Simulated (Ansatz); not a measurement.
Task: a rigid torsion scan of C2H4SeSi, SMILES [SiH3]C1=C[Se]1, with Ansatz's Python interface. Give the script and its output. Level of theory (for the species named): r2SCAN, def2-SVP basis, multiplicity 1.

```xyz
8

Si   -0.1462    1.1561   -0.4461
C     0.3365   -0.4377    0.1951
C    -0.0889   -1.7709    0.6041
Se    1.7965   -1.4546    0.7454
H    -0.8406    1.0089   -1.7824
H    -1.1460    1.8303    0.4793
H     1.0061    2.0754   -0.6055
H    -0.8251   -2.4646    0.7543
```

`c2h4sesi_torsion.py`
```python
"""Energy of C2H4SeSi as one group turns about a bond."""

import logging
import sys

import ansatz as az
from ase import Atoms

logging.basicConfig(stream=sys.stdout, format="[%(levelname)s] %(message)s")
log = logging.getLogger("ansatz_job")
log.setLevel(logging.INFO)


def main() -> None:
    atoms = Atoms(["Si", "C", "C", "Se", "H", "H", "H", "H"], positions=[
        (-0.1462, 1.1561, -0.4461),
        (0.3365, -0.4377, 0.1951),
        (-0.0889, -1.7709, 0.6041),
        (1.7965, -1.4546, 0.7454),
        (-0.8406, 1.0089, -1.7824),
        (-1.146, 1.8303, 0.4793),
        (1.0061, 2.0754, -0.6055),
        (-0.8251, -2.4646, 0.7543),
    ])

    # start the scan from a relaxed geometry
    first = (
        az.Crystal.molecule_from_ase(atoms).calculation()
        .basis(gaussian="def2-SVP")
        .functional("r2scan")
        .scf(lower_state_search="light")
        .relax(force_tolerance=0.02, max_steps=80)
    )
    atoms.positions = first.run().report["positions_ang"]

    start = atoms.get_dihedral(4, 0, 1, 2)
    energies = {}
    for turn in range(0, 360, 30):
        turned = atoms.copy()
        turned.set_dihedral(4, 0, 1, 2, start + turn, indices=[1, 2, 3, 7])
        job = (
            az.Crystal.molecule_from_ase(turned).calculation()
            .basis(gaussian="def2-SVP")
            .functional("r2scan")
            .scf(lower_state_search="light")
        )
        energies[round((start + turn) % 360)] = job.run().report["free_energy_ev"]
    floor = min(energies.values())
    log.info("dihedral H4-Si0-C1-C2 (deg)   E - E(min) (kcal/mol)")
    for angle, e in sorted(energies.items()):
        log.info(f"{angle:8d} {23.060548 * (e - floor):14.3f}  " + "#" * int(30 * (e - floor) / max(max(energies.values()) - floor, 1e-9)))


if __name__ == "__main__":
    main()
```

`python c2h4sesi_torsion.py` gives:
```text
[INFO] dihedral H4-Si0-C1-C2 (deg)   E - E(min) (kcal/mol)
[INFO]       30          0.869  ##############
[INFO]       60          1.785  #############################
[INFO]       90          0.903  ###############
[INFO]      120          0.026
[INFO]      150          0.884  ##############
[INFO]      180          1.785  ##############################
[INFO]      210          0.905  ###############
[INFO]      240          0.026
[INFO]      270          0.882  ##############
[INFO]      300          1.785  #############################
[INFO]      330          0.890  ##############
[INFO]      360          0.000
```

The settings weren't tested for convergence. The scan is rigid and the energies are electronic, in a modest basis. With rigid groups the curve can differ much from the relaxed path, the start wasn't checked as a minimum of this torsion, and equivalent turns needn't return to the same energy. It ran for 3.6 min on 1 thread of Arm Neoverse V1 (shared host), peak memory 0.24 GiB.
